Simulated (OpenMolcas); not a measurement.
**Mo²⁺ among point charges: CASSCF levels and susceptibility**

Aim: the splitting of the states of Mo²⁺ in the field of 5 point charges, its lowest levels with spin-orbit coupling and its magnetic susceptibility.

The numbers are computed with OpenMolcas 26.06 (state-averaged CASSCF, spin-orbit coupling by RASSI with atomic mean-field integrals), except any that are marked as measured or tabulated.

1 further run of the same task is left out (it didn't finish).

### 1 Starting point

* Species: Mo²⁺ (molybdenum, Z = 42, 40 electrons)
* Basis: ANO-RCC-VDZP [6s5p3d1f], 43 functions
* Scalar Hamiltonian: DKH2, point nucleus
* Inactive shells: 1s 2s 2p 3s 3p 3d 4s 4p
* Active space: 4 electrons in 5 orbitals (4d)
* Some configurations of this space: 4d⁴
* Orbitals: optimised for each spin and parity, averaged over all roots

The outer shells:

4d4
```
4d [↑ ][↑ ][↑ ][↑ ][  ]
```

The ion sits among 5 point charges of -1 e arranged as a square pyramid (C4v), 1.8 Å from the ion, with the axial distance 1.530 Å. The active orbitals were held to one l.

The work runs as a chain of OpenMolcas steps in one folder; each step below is one input file. Labels, J, g values, rates, χT and fits are worked out afterwards by a script from the matrices that RASSI stores.

### 2 Basis and integrals

Input file a.inp:

```
&GATEWAY
Coord
1

Mo 0.0 0.0 0.0
Basis=ANO-RCC-VDZP
Group=NoSym
NoMove
AngMom=0.0 0.0 0.0
AMFI
XField
5 Angstrom 0
1.800000 0.000000 0.000000 -1.000000
0.000000 1.800000 0.000000 -1.000000
-1.800000 0.000000 0.000000 -1.000000
0.000000 -1.800000 0.000000 -1.000000
0.000000 0.000000 1.530000 -1.000000
&SEWARD
```

The run is started by

```sh
$ OMP_NUM_THREADS=1 MOLCAS_MEM=1689 MOLCAS_PROJECT=a pymolcas a.inp > a.log
```

What it wrote:

```text
Basis set label: MO.ANO-RCC...6S5P3D1F.

      Electronic valence basis set:
      ------------------
      Associated Effective Charge  42.000000 au
      Associated Actual Charge     42.000000 au
      Nuclear Model: Point charge

      Shell  nPrim  nBasis  Cartesian Spherical Contaminant
         s      21       6        X
         p      18       5        X
         d      13       3                 X
         f       6       1                 X
                  Relativistic Douglas-Kroll-Hess integrals:
                    - DKH order of Hamiltonian: 2
                    - DKH order of Properties : 0
                  Atomic mean-field integrals
```

### 3 Reference wave functions, quintets, 5 roots

Input file a.inp:

```
&RASSCF
FileOrb=start.orb
Symmetry=1
Spin=5
nActEl=4 0 0
Inactive=18
Ras2=5
CIRoot=5 5 1
SDav=5
CIMx=300
Iter=120 100
PrWF=0.3
OrbListing=Nothing
MaxOrb=0
SupSym
1
15 10 11 12 13 14 19 20 21 22 23 32 33 34 35 36
>>> COPY $Project.JobIph JOB001
```

start.orb holds the contracted functions of the basis, ordered by shell, or the orbitals of the step before.

What it wrote, cut to the lines that bear on the results:

```text
[...]
      Number of active orbitals                  5
[...]
      Spin quantum number                      2.0
[...]
      Active orbitals                            5
[...]
      Number of CSFs                             5
      Number of root(s) required                 5
[...]
      Convergence after  8 iterations
[...]
      Natural orbitals and occupation numbers for root  1
      sym 1:   1.000000   1.000000   1.000000   1.000000  -0.000000
      Natural orbitals and occupation numbers for root  2
      sym 1:   1.000000   1.000000   0.000000   1.000000   1.000000
      Natural orbitals and occupation numbers for root  3
      sym 1:   0.000000   1.000000   1.000000   1.000000   1.000000
::    RASSCF root number  1 Total energy:  -4048.05776371
::    RASSCF root number  2 Total energy:  -4048.03294593
::    RASSCF root number  3 Total energy:  -4047.99450019
::    RASSCF root number  4 Total energy:  -4047.97626660
::    RASSCF root number  5 Total energy:  -4047.97626660
```

### 4 CASSCF: triplets, 45 roots

Input file a.inp:

```
&RASSCF
FileOrb=start.orb
Symmetry=1
Spin=3
nActEl=4 0 0
Inactive=18
Ras2=5
CIRoot=45 45 1
SDav=45
CIMx=300
Iter=120 100
PrWF=0.3
OrbListing=Nothing
MaxOrb=0
SupSym
1
15 10 11 12 13 14 19 20 21 22 23 32 33 34 35 36
>>> COPY $Project.JobIph JOB002
```

What it wrote, cut to the lines that bear on the results:

```text
[...]
      Number of active orbitals                  5
[...]
      Spin quantum number                      1.0
[...]
      Active orbitals                            5
[...]
      Number of CSFs                            45
      Number of root(s) required                45
[...]
      Convergence after  7 iterations
[...]
      Natural orbitals and occupation numbers for root  1
      sym 1:   1.953864   1.005141   0.994684   0.031328   0.014984
      Natural orbitals and occupation numbers for root  2
      sym 1:   1.005141   1.953864   0.014984   0.994684   0.031328
      Natural orbitals and occupation numbers for root  3
      sym 1:   1.913936   0.999995   0.074587   0.999995   0.011486
::    RASSCF root number  1 Total energy:  -4048.03831798
::    RASSCF root number  2 Total energy:  -4048.03831798
::    RASSCF root number  3 Total energy:  -4048.02185789
[...]
::    RASSCF root number 27 Total energy:  -4047.89790640
::    RASSCF root number 28 Total energy:  -4047.89721584
::    RASSCF root number 29 Total energy:  -4047.89721584
::    RASSCF root number 30 Total energy:  -4047.88868464
```

### 5 Reference wave functions, singlets, 50 roots

Input file a.inp:

```
&RASSCF
FileOrb=start.orb
Symmetry=1
Spin=1
nActEl=4 0 0
Inactive=18
Ras2=5
CIRoot=50 50 1
SDav=50
CIMx=300
Iter=120 100
PrWF=0.3
OrbListing=Nothing
MaxOrb=0
SupSym
1
15 10 11 12 13 14 19 20 21 22 23 32 33 34 35 36
>>> COPY $Project.JobIph JOB003
```

What it wrote, cut to the lines that bear on the results:

```text
[...]
      Number of active orbitals                  5
[...]
      Spin quantum number                      0.0
[...]
      Active orbitals                            5
[...]
      Number of CSFs                            50
      Number of root(s) required                50
[...]
      Convergence after  7 iterations
[...]
      Natural orbitals and occupation numbers for root  1
      sym 1:   0.018734   1.815853   0.282937   1.815853   0.066624
      Natural orbitals and occupation numbers for root  2
      sym 1:   0.990796   1.940123   0.014933   1.007768   0.046381
      Natural orbitals and occupation numbers for root  3
      sym 1:   0.014933   0.990796   1.007768   1.940123   0.046381
::    RASSCF root number  1 Total energy:  -4048.00727179
::    RASSCF root number  2 Total energy:  -4048.00319203
::    RASSCF root number  3 Total energy:  -4048.00319203
[...]
::    RASSCF root number 27 Total energy:  -4047.86037824
::    RASSCF root number 28 Total energy:  -4047.86037824
::    RASSCF root number 29 Total energy:  -4047.85294476
::    RASSCF root number 30 Total energy:  -4047.85007803
```

### 6 RASSI: spin-orbit coupling between the states

Input file a.inp:

```
&RASSI
NrOfJobIphs=3 5 45 50
1 2 3 4 5
1 2 3 4 5 6 7 8 9 10 11 12 13 14 15 16 17 18 19 20 21 22 23 24 25 26 27
28 29 30 31 32 33 34 35 36 37 38 39 40 41 42 43 44 45
1 2 3 4 5 6 7 8 9 10 11 12 13 14 15 16 17 18 19 20 21 22 23 24 25 26 27
28 29 30 31 32 33 34 35 36 37 38 39 40 41 42 43 44 45 46 47 48 49 50
IphNames
JOB001
JOB002
JOB003
EJob
SpinOrbit
DIPRint=1.0
SOCoupling=1000.0
Subsets=2
Property=9
'ANGMOM' 1 'ANGMOM' 2 'ANGMOM' 3 'MLTPL  1' 1 'MLTPL  1' 2 'MLTPL  1' 3
'AMFI' 1 'AMFI' 2 'AMFI' 3
SOProperty=3
'ANGMOM' 1 'ANGMOM' 2 'ANGMOM' 3
```

What it wrote:

```text
SPIN-FREE ENERGIES:
  (Shifted by EMIN (a.u.) =      -4048.0577637101)

 SF State       Relative EMIN(au)   Rel lowest level(eV)    D:o, cm**(-1)      L_eff

     1             0.0000000000        0.0000000000              0.0000         2.0
     6             0.0194457255        0.5291451484           4267.8434         3.9
     7             0.0194457255        0.5291451484           4267.8434         3.9
     2             0.0248177850        0.6753263343           5446.8742         2.0
     8             0.0359058202        0.9770471420           7880.4167         4.0
    51             0.0504919161        1.3739550300          11081.6947         4.8
    52             0.0545716788        1.4849710292          11977.0991         4.7
    53             0.0545716788        1.4849710292          11977.0991         4.7
     3             0.0632635231        1.7214881627          13884.7384         2.0
     9             0.0694226127        1.8890855275          15236.5023         4.7
    54             0.0695603051        1.8928323292          15266.7223         4.6
    10             0.0721262182        1.9626543829          15829.8752         3.8
    55             0.0738440439        2.0093988018          16206.8943         5.1
    12             0.0763849439        2.0785402118          16764.5574         3.8
    11             0.0763849439        2.0785402118          16764.5574         3.8
    13             0.0769447306        2.0937727852          16887.4164         4.4
     4             0.0814971127        2.2176494130          17886.5488         2.0
     5             0.0814971127        2.2176494130          17886.5488         2.0
    14             0.0846264310        2.3028025007          18573.3547         3.8
    15             0.0846264310        2.3028025007          18573.3547         3.8
    16             0.0874291742        2.3790690292          19188.4858         3.8
    17             0.0878012693        2.3891942530          19270.1512         3.0
    56             0.0908277925        2.4715501435          19934.3963         4.0
    18             0.0968107684        2.6343552115          21247.5077         4.4
    57             0.1049451235        2.8557022897          23032.7923         5.1
    58             0.1049451235        2.8557022897          23032.7923         5.1
    19             0.1072108729        2.9173564720          23530.0668         3.3
    59             0.1087322217        2.9587544824          23863.9643         5.3
    20             0.1140449935        3.1033223669          25029.9829         3.4
    60             0.1153818008        3.1396987487          25323.3782         4.6
    22             0.1155655437        3.1446986453          25363.7051         3.3
    21             0.1155655437        3.1446986453          25363.7051         3.3
    61             0.1198230853        3.2605522563          26298.1275         5.2
    62             0.1231088097        3.3499613700          27019.2606         4.9
    63             0.1231088097        3.3499613700          27019.2606         4.9
    23             0.1234031374        3.3579704364          27083.8581         4.3
    24             0.1270616083        3.4575224994          27886.7996         4.1
    64             0.1305064606        3.5512617066          28642.8573         3.6
    65             0.1359096844        3.6982909175          29828.7279         4.0
    25             0.1405526375        3.8246321057          30847.7383         4.1
Eigenvalues of complex Hamiltonian:
   -----------------------------------
  (Shifted by EMIN (a.u.) =      -4048.0577637101)

 SO State       Relative EMIN(au)   Rel lowest level(eV)    D:o, cm**(-1)     J-value

     1            -0.0010933032        0.0000000000              0.0000         1.6
     2            -0.0010663328        0.0007339013              5.9193         1.6
     3            -0.0005889307        0.0137246748            110.6970         2.2
     4            -0.0005889307        0.0137246748            110.6970         2.2
     5            -0.0004243525        0.0182030775            146.8177         2.3
     6             0.0175661944        0.5077507956           4095.2864         3.3
     7             0.0185966764        0.5357916419           4321.4510         3.3
     8             0.0187090255        0.5388488150           4346.1088         3.4
     9             0.0187090255        0.5388488150           4346.1088         3.4
    10             0.0193895702        0.5573673809           4495.4711         3.3
    11             0.0196378562        0.5641235872           4549.9636         3.2
    12             0.0239163111        0.6805462747           5488.9759         2.8
    13             0.0242825567        0.6905123251           5569.3575         2.8
    14             0.0242825567        0.6905123251           5569.3575         2.8
    15             0.0253830033        0.7204570032           5810.8776         2.5
    16             0.0254152475        0.7213344116           5817.9544         2.5
    17             0.0362048250        1.0149337733           8185.9929         3.0
    18             0.0362048250        1.0149337733           8185.9929         3.0
    19             0.0365113567        1.0232749270           8253.2689         3.0
    20             0.0497733485        1.3841521073          11163.9396         4.6
    21             0.0536130931        1.4886368805          12006.6662         4.1
    22             0.0536130931        1.4886368805          12006.6662         4.1
    23             0.0620901929        1.7193105172          13867.1745         1.7
    24             0.0621644339        1.7213307168          13883.4685         1.7
    25             0.0622232630        1.7229315391          13896.3800         2.3
    26             0.0622631161        1.7240159964          13905.1268         2.2
    27             0.0622631161        1.7240159964          13905.1268         2.2
    28             0.0675310820        1.8673646521          15061.3116         3.6
    29             0.0691527792        1.9114932811          15417.2330         4.4
    30             0.0691527792        1.9114932811          15417.2330         4.4
    31             0.0700094661        1.9348049195          15605.2541         4.0
    32             0.0709811354        1.9612453884          15818.5109         3.3
    33             0.0712540032        1.9686704996          15878.3984         3.1
    34             0.0712540032        1.9686704996          15878.3984         3.1
    35             0.0721610587        1.9933527352          16077.4741         3.4
    36             0.0762758142        2.1053209371          16980.5585         3.4
    37             0.0763985627        2.1086610938          17007.4987         3.4
    38             0.0763985627        2.1086610937          17007.4987         3.4
    39             0.0765433650        2.1126013654          17039.2791         3.1
    40             0.0765433650        2.1126013654          17039.2791         3.1
    41             0.0765846536        2.1137248856          17048.3409         3.1
Weights of the five most important spin-orbit-free states for each spin-orbit state.

 SO State  Total energy (au)           Spin-free states, spin, and weights
 -------------------------------------------------------------------------------------------------------
    1        -0.001093       1 2.0  0.9578    6 1.0  0.0184    7 1.0  0.0184    3 2.0  0.0026   22 1.0  0.0003
    2        -0.001066       1 2.0  0.9606    6 1.0  0.0174    7 1.0  0.0174    3 2.0  0.0026   22 1.0  0.0003
    3        -0.000589       1 2.0  0.9811    6 1.0  0.0114    7 1.0  0.0048    3 2.0  0.0007    5 2.0  0.0004
    4        -0.000589       1 2.0  0.9811    7 1.0  0.0114    6 1.0  0.0048    3 2.0  0.0007    4 2.0  0.0004
    5        -0.000424       1 2.0  0.9886    7 1.0  0.0047    6 1.0  0.0047   16 1.0  0.0003    4 2.0  0.0003
    6         0.017566       6 1.0  0.4308    7 1.0  0.4308    2 2.0  0.0680    1 2.0  0.0363    8 1.0  0.0192
    7         0.018597       7 1.0  0.4804    6 1.0  0.4804    1 2.0  0.0349   12 1.0  0.0008   11 1.0  0.0008
    8         0.018709       7 1.0  0.8653    2 2.0  0.0997    1 2.0  0.0153    8 1.0  0.0128   10 1.0  0.0021
    9         0.018709       6 1.0  0.8653    2 2.0  0.0997    1 2.0  0.0153    8 1.0  0.0128   10 1.0  0.0021
   10         0.019390       7 1.0  0.4287    6 1.0  0.4287    2 2.0  0.1371   54 0.0  0.0025   19 1.0  0.0006
   11         0.019638       7 1.0  0.4201    6 1.0  0.4201    2 2.0  0.1472    1 2.0  0.0086   16 1.0  0.0016
   12         0.023916       2 2.0  0.8526    8 1.0  0.0582    7 1.0  0.0413    6 1.0  0.0413    1 2.0  0.0015
```

These steps took 25 s in all on 1 thread of Arm Neoverse V1, shared host.

Spin-free states:

```csv
state,degeneracy,E (cm-1),free-ion L (%)
quintet,1,0,D (100)
triplet,2,4268,H (41)
quintet,1,5447,D (100)
triplet,1,7880,H (45)
singlet,1,11082,I (55)
singlet,2,11977,G (49)
quintet,1,13885,D (100)
triplet,1,15237,H (75)
singlet,1,15267,G (58)
triplet,1,15830,H (37)
singlet,1,16207,I (67)
triplet,2,16765,F (40)
triplet,1,16887,H (50)
quintet,2,17887,D (100)
triplet,2,18573,H (39)
triplet,1,19188,F (59)
triplet,1,19270,F (66)
singlet,1,19934,G (39)
triplet,1,21248,G (59)
singlet,2,23033,I (58)
triplet,1,23530,D (33)
singlet,1,23864,I (75)
triplet,1,25030,G (67)
singlet,1,25323,G (48)
```

With spin-orbit coupling:

| E (cm-1) | Degeneracy | 2S+1 | g |
| --- | --- | --- | --- |
| 0.0 | 1 | 5 |  |
| 5.9 | 1 | 5 |  |
| 110.7 | 2 | 5 | 0.00 0.00 3.76 |
| 146.8 | 1 | 5 |  |
| 4095 | 1 | 3 |  |
| 4321 | 1 | 3 |  |
| 4346 | 2 | 3 | 0.00 0.00 1.40 |
| 4495 | 1 | 3 |  |
| 4550 | 1 | 3 |  |
| 5489 | 1 | 5 |  |
| 5569 | 2 | 5 | 0.00 0.00 3.24 |
| 5811 | 1 | 5 |  |
| 5818 | 1 | 5 |  |
| 8186 | 2 | 3 | 0.00 0.00 3.86 |
| 8253 | 1 | 3 |  |
| 11164 | 1 | 1 |  |
| 12007 | 2 | 1 | 0.00 0.00 2.51 |
| 13867 | 1 | 5 |  |
| 13883 | 1 | 5 |  |
| 13896 | 1 | 5 |  |
| 13905 | 2 | 5 | 0.00 0.00 4.11 |
| 15061 | 1 | 1 |  |
| 15417 | 2 | 3 | 0.00 0.00 3.67 |
| 15605 | 1 | 3 |  |

The table of states holds 24 of 76 computed; the rest, higher up, is left out. Principal g values are given for doublets only; a zero marks a field direction without first-order Zeeman splitting.

Powder χT (cm³ K/mol): 0.83 at 2 K, 1.49 at 5 K, 1.79 at 10 K, 1.99 at 20 K, 2.34 at 50 K, 2.61 at 100 K, 2.71 at 150 K, 2.76 at 200 K, 2.78 at 250 K, 2.80 at 300 K.

Orbitals of the lowest block (energies include the constant potential of the surroundings):

```csv
shell,space,energy (hartree),mean occupation,⟨r²⟩ (bohr²)
1s,inactive,-737.9218,2.000,0.00163
2s,inactive,-106.3504,2.000,0.0277
2p,inactive,-94.8057,6.000,0.0219
3s,inactive,-18.6621,2.000,0.208
3p,inactive,-14.7642,6.000,0.213
3d,inactive,-8.4054,10.000,0.206
4s,inactive,-2.1374,2.000,1.40
4p,inactive,-0.9734,6.000,1.74
4d,RAS2,,4.000,3.96
```

### 7 What came out

| quantity | value |
| --- | --- |
| method | CASSCF |
| spin-free ground state | quintet, 1-fold in its orbital part |
| first state of the same spin within the active space | quintet at 5450 cm⁻¹ |
| lowest level | 1-fold |
| next level | 5.9 cm⁻¹ |
| χT at 300 K | 2.80 cm³ K/mol |
| effective moment at 300 K | 4.73 μB |

In words: The spin-free ground state (quintet) comes to 100 % from free-ion D terms and keeps the highest spin of the shell. χT at 300 K is 2.80, against 3.01 cm³ K/mol for the spin alone; near agreement at one temperature doesn't show that the orbital moment is quenched. An active space of the d shell alone favours high spin; real ions in strong fields can be low spin. The field of point charges can differ much from that of real complexes. With metal d orbitals alone active, the gaps between spin states are rough; where two lie within a few thousand cm-1, their order is open. This is an electrostatic model: the charges have no orbitals.
